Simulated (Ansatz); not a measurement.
# BCl₃FH (built from SMILES ClB(Cl)Cl.F): a barrier at many levels of theory

How high is the barrier of this step (B1–F6 formed, Cl2–H5 formed, B1–Cl2 broken, H5–F6 broken), and how far do cheaper methods land from CCSD(T)?

Method: single points in def2-TZVPP on PBE0-D4/def2-TZVP structures; program: Ansatz 0.2.0, Gaussian basis.

Levels: SPW92, PBE-D4, BLYP-D4, r2SCAN-D4, B97M-V, PBE0-D4, B3LYP-D4, r2SCAN0-D4, BHLYP-D4, CAM-B3LYP-D4, wB97X-V, wB97M-V, B2PLYP, PBE-QIDH, RPA on PBE, Hartree-Fock, MP2, CCSD, CCSD(T). The reference is CCSD(T) at the basis limit, from triple and quadruple zeta. Zero-point energies come from PBE0-D4 vibrations.

Correlated methods freeze the cores. B3LYP uses VWN-RPA correlation. B2PLYP carries no dispersion term here.

23 further runs of the same task are left out: 23 set aside as unsound or not needed.

## (1) The three structures

Charge 0, multiplicity 1. The folders r, ts and p hold the start, the saddle and the end; their coordinates stand in the first inputs.

| pair | r (Å) | ts (Å) | p (Å) |
| --- | --- | --- | --- |
| B1–F6 | 3.034 | 1.540 | 1.314 |
| Cl2–H5 | 2.614 | 1.563 | 1.280 |
| B1–Cl2 | 1.754 | 2.017 | 3.356 |
| H5–F6 | 0.923 | 1.151 | 2.864 |

## (2) wB97M-V/def2-TZVPP

r/in.yaml reads:

```yaml
crystal:
  periodic: [false, false, false]
  atoms:
    - {symbol: B, position_ang: [0.025387, 0.731346, -0.643435]}
    - {symbol: Cl, position_ang: [1.639507, 0.069782, -0.460784]}
    - {symbol: Cl, position_ang: [-1.022743, 0.094955, -1.865224]}
    - {symbol: Cl, position_ang: [-0.477327, 2.042472, 0.368778]}
    - {symbol: H, position_ang: [0.369408, -1.490316, 1.208458]}
    - {symbol: F, position_ang: [-0.534134, -1.448241, 1.392207]}
basis:
  gaussian: {orbitals: def2-TZVPP}
hamiltonian: {xc: {name: wB97M-V}}
```

ts/in.yaml reads:

```yaml
crystal:
  periodic: [false, false, false]
  atoms:
    - {symbol: B, position_ang: [-0.259106, 0.293418, -0.192467]}
    - {symbol: Cl, position_ang: [1.678091, -0.268830, -0.175268]}
    - {symbol: Cl, position_ang: [-1.037338, -0.088792, -1.722550]}
    - {symbol: Cl, position_ang: [-0.486413, 1.878441, 0.534799]}
    - {symbol: H, position_ang: [0.618041, -0.993521, 0.714999]}
    - {symbol: F, position_ang: [-0.513176, -0.820718, 0.840488]}
basis:
  gaussian: {orbitals: def2-TZVPP}
hamiltonian: {xc: {name: wB97M-V}}
```

p/in.yaml reads:

```yaml
crystal:
  periodic: [false, false, false]
  atoms:
    - {symbol: B, position_ang: [-0.976895, 0.415988, -0.124095]}
    - {symbol: Cl, position_ang: [2.230300, -0.568552, -0.048828]}
    - {symbol: Cl, position_ang: [-1.243832, 0.072848, -1.806616]}
    - {symbol: Cl, position_ang: [-0.694630, 2.033959, 0.443688]}
    - {symbol: H, position_ang: [1.714464, -1.386504, 0.789850]}
    - {symbol: F, position_ang: [-1.029307, -0.567741, 0.746003]}
basis:
  gaussian: {orbitals: def2-TZVPP}
hamiltonian: {xc: {name: wB97M-V}}
```

The command line of these runs was not kept.

Further steps of the session: CCSD(T)/def2-TZVPP; MP2/def2-QZVPP; Vibrations of the start structure; Vibrations of the end structure.

**Question.** What will these runs give? Wanted: barrier, CCSD(T)/CBS; reverse barrier, CCSD(T)/CBS; step energy, CCSD(T)/CBS; barrier with zero-point energy; step energy with zero-point energy; imaginary mode at the saddle; largest T1 diagnostic.

As calculated:

```
                          quantity      value
              barrier, CCSD(T)/CBS   0.881 eV
      reverse barrier, CCSD(T)/CBS   1.447 eV
          step energy, CCSD(T)/CBS  -0.566 eV
    barrier with zero-point energy   0.817 eV
step energy with zero-point energy  -0.603 eV
      imaginary mode at the saddle  863i cm⁻¹
             largest T1 diagnostic      0.011
```

**Reading.** The functionals run from B2PLYP, off by -0.014 eV, to SPW92, off by -0.702 eV, against CCSD(T)/CBS. Mean unsigned error by rung: LDA 0.702, GGA 0.195, meta-GGA 0.136, hybrid 0.110, range-separated hybrid 0.110, double hybrid 0.051 eV. PBE-D4 gives a barrier 0.281 eV too low, outside chemical accuracy (1 kcal/mol, 0.043 eV). Every functional without exact exchange puts the forward barrier too low. The barrier rises with the share of exact exchange, from BLYP-D4 through B3LYP-D4 to BHLYP-D4 (-0.109, -0.041, +0.092 eV). Hartree-Fock, with no correlation, is off by +0.546 eV. Zero-point motion lowers the barrier by 0.064 eV.
